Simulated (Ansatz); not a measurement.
# C₂H₃ClIInO: up Jacob's ladder to CCSD(T)

How much do the methods differ for C₂H₃ClIInO? The plan is to run it at one geometry with functionals of several rungs and with coupled cluster, and see how far each lands from CCSD(T) at the basis-set limit for the atomisation energy.

Method: functionals in def2-TZVPP, the program's frozen cores in correlated methods; program: Ansatz 0.2.0, Gaussian basis.

The runs, in order: LDA (SPW92), PBE-D4, revPBE-D4, BLYP-D4, r2SCAN-D4, B97M-V, PBE0-D4, B3LYP-D4, r2SCANh-D4, r2SCAN0-D4, HSE06-D4, BHLYP-D4, CAM-B3LYP-D4, LC-ωPBE, ωB97X-V, ωB97M-V, B2PLYP, PBE-QIDH; CCSD(T)/def2-SVP; CCSD(T)/def2-TZVPP; MP2/def2-QZVPP; extrapolation to the limit; RPA on PBE.

## (1) The relaxed structure

All runs share one geometry, relaxed beforehand with PBE0-D4 in a triple-zeta def2 set. I, In take the def2 core potential; no spin-orbit term is included.

9 atoms, charge 0, spin multiplicity 1.

Atoms are counted from 1 here; the program's logs count them from 0.

Bond lengths: C1–C2 1.326 Å, C1–H7 1.086 Å, C1–H8 1.087 Å, C2–I3 2.100 Å, C2–In4 2.123 Å, In4–O5 1.967 Å, In4–Cl6 2.319 Å, O5–H9 0.961 Å. Angles: C2–C1–H7 123.1°, C2–C1–H8 120.0°, H7–C1–H8 116.9°, C1–C2–I3 120.6°, C1–C2–In4 122.7°, I3–C2–In4 116.7°, C2–In4–O5 127.7°, C2–In4–Cl6 118.4°, O5–In4–Cl6 113.8°, In4–O5–H9 112.0°.

## (2) LDA

This LDA is Slater exchange with PW92 correlation.

Contents of in.yaml:

```yaml
crystal:
  periodic: [false, false, false]
  atoms:
    - {symbol: C, position_ang: [0.763547, -1.573369, -0.758965]}
    - {symbol: C, position_ang: [0.602668, -0.615446, 0.143804]}
    - {symbol: I, position_ang: [1.774019, -0.579097, 1.886285]}
    - {symbol: In, position_ang: [-0.823331, 0.941370, -0.077913]}
    - {symbol: O, position_ang: [-1.186103, 2.426801, 1.158990]}
    - {symbol: Cl, position_ang: [-2.150333, 0.961105, -1.979492]}
    - {symbol: H, position_ang: [1.491094, -2.373214, -0.652624]}
    - {symbol: H, position_ang: [0.151081, -1.581846, -1.657413]}
    - {symbol: H, position_ang: [-0.622642, 2.393685, 1.937336]}
basis:
  gaussian: {orbitals: def2-TZVPP}
hamiltonian: {xc: lda}
output: {orbitals: {seedname: orbitals}}
```

Started as:

```console
$ ansatz run in.yaml --threads 2 --pin off --events-out ev --progress --plain --max-ram 31744MiB --backend cuda --devices 0, --max-vram 18GiB
```

After this run come: PBE-D4 (GGA); revPBE-D4 (GGA); BLYP-D4 (GGA); r2SCAN-D4 (meta-GGA); B97M-V (meta-GGA); B3LYP-D4 (hybrid); r2SCANh-D4 (hybrid); r2SCAN0-D4 (hybrid); HSE06-D4 (hybrid); BHLYP-D4 (hybrid); CAM-B3LYP-D4 (range-separated); LC-ωPBE (range-separated); ωB97X-V (range-separated); ωB97M-V (range-separated); B2PLYP (double hybrid); PBE-QIDH (double hybrid); CCSD(T) in def2-SVP; CCSD(T) in def2-TZVPP; MP2 in def2-QZVPP; RPA on PBE orbitals.

Before running them: what should the planned runs give, taken together? Wanted: atomisation energy, CCSD(T)/CBS; farthest beyond LDA; mean size of error, GGA; mean size of error, meta-GGA; mean size of error, hybrid; mean size of error, range-separated; mean size of error, double hybrid; gap, smallest and largest; T1 diagnostic.

As calculated:

| quantity | value |
| --- | --- |
| atomisation energy, CCSD(T)/CBS | 3074.3 kJ/mol |
| functionals within 30.7 kJ/mol (1.0 %) | r2SCAN-D4, B97M-V, PBE0-D4, HSE06-D4, ωB97X-V |
| farthest beyond LDA | BHLYP-D4 (-186.6 kJ/mol) |
| mean size of error, GGA | 52.3 kJ/mol |
| mean size of error, meta-GGA | 20.2 kJ/mol |
| mean size of error, hybrid | 72.3 kJ/mol |
| mean size of error, range-separated | 42.4 kJ/mol |
| mean size of error, double hybrid | 61.6 kJ/mol |
| gap, smallest and largest | 3.53 eV (BLYP-D4), 10.33 eV (LC-ωPBE) |
| T1 diagnostic | 0.0137 |
| triples share of the correlation energy | 3.6 % |

The LDA atomisation energy is off by 495.4 kJ/mol (16 %): it overbinds. PBE-D4 is off by +67.0 kJ/mol. Double hybrids carry the basis error of their MP2 part in triple zeta, and no dispersion term here, so their miss is partly the set-up's. By mean error the best rung here is meta-GGA (20.2 kJ/mol) and the worst beyond LDA is hybrid (72.3 kJ/mol). The mean of the hybrids holds BHLYP, with half exact exchange. The reference freezes the cores and leaves out spin-orbit coupling and excitations past (T), and its outer-core shells are covered unevenly, so misses under about 30.7 kJ/mol can't be ranked. All levels share the lack of spin-orbit coupling, which lowers the free heavy atoms and so the true binding. Hartree-Fock recovers 67 % of the binding; the rest is correlation. CCSD(T) in def2-SVP is off by -239.4 kJ/mol, more than most functionals: a good method in a small basis is no reference. Orbital gaps span 3.5 to 10.3 eV; exact exchange widens them. Correlated methods include outer-core shells of I, In, which these sets cover unevenly.
